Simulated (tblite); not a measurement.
# C3H10OSi2: the cost of one run

The runs use tblite 0.8.0 and PySCF 2.14.0, with density-fitted response routines of our own; the level of theory stands in each step. All values are computed, except where a source is named. Atoms are numbered from 0 throughout.

### Step 1. Starting geometry

16 atoms, charge 0, multiplicity 1; geometry from: force field or distance geometry start.

Bonds of the start (Å): O0–C1 1.23, C1–C2 1.50, C2–C3 1.47, C3–Si4 1.82, Si4–Si5 2.26, C1–H6 1.11, C2–H7 1.11, C2–H8 1.12, C3–H9 1.14, C3–H10 1.14, Si4–H11 1.45, Si4–H12 1.49, Si5–H13 1.47, Si5–H14 1.48, Si5–H15 1.47.

### Step 2. Relaxing the molecule with GFN2-xTB

Job settings and geometry (Å):

```
{"job": {"kind": "relax", "xc": "GFN2-xTB", "basis": "xTB"}, "charge": 0, "multiplicity": 1}
O     -1.268400     1.222700    -1.165900
C     -2.040500     0.569100    -0.468400
C     -1.750500    -0.838400    -0.039300
C     -0.363600    -0.853500     0.460500
Si     0.965100    -0.382300    -0.691300
Si     2.265100     1.079200     0.432300
H     -2.990200     0.992200    -0.084400
H     -2.419900    -1.044600     0.823700
H     -1.915100    -1.541200    -0.897900
H     -0.061200    -1.842300     0.941700
H     -0.331400    -0.154900     1.364500
H      0.553900     0.139900    -1.982500
H      1.875200    -1.518600    -1.000200
H      3.676800     0.692400     0.312200
H      1.824000     1.060200     1.843900
H      1.973000     2.429000    -0.057900
```

Run with:

```sh
$ OMP_NUM_THREADS=1 python probes_run.py task.json out
```

The driver reads the jobs from task.json and runs them one after another.

**Question.** How long does this first job take on 1 thread of Arm Neoverse N1, shared host, and how much memory does it need?

About 1.5 s, with a peak of 0.18 GiB.
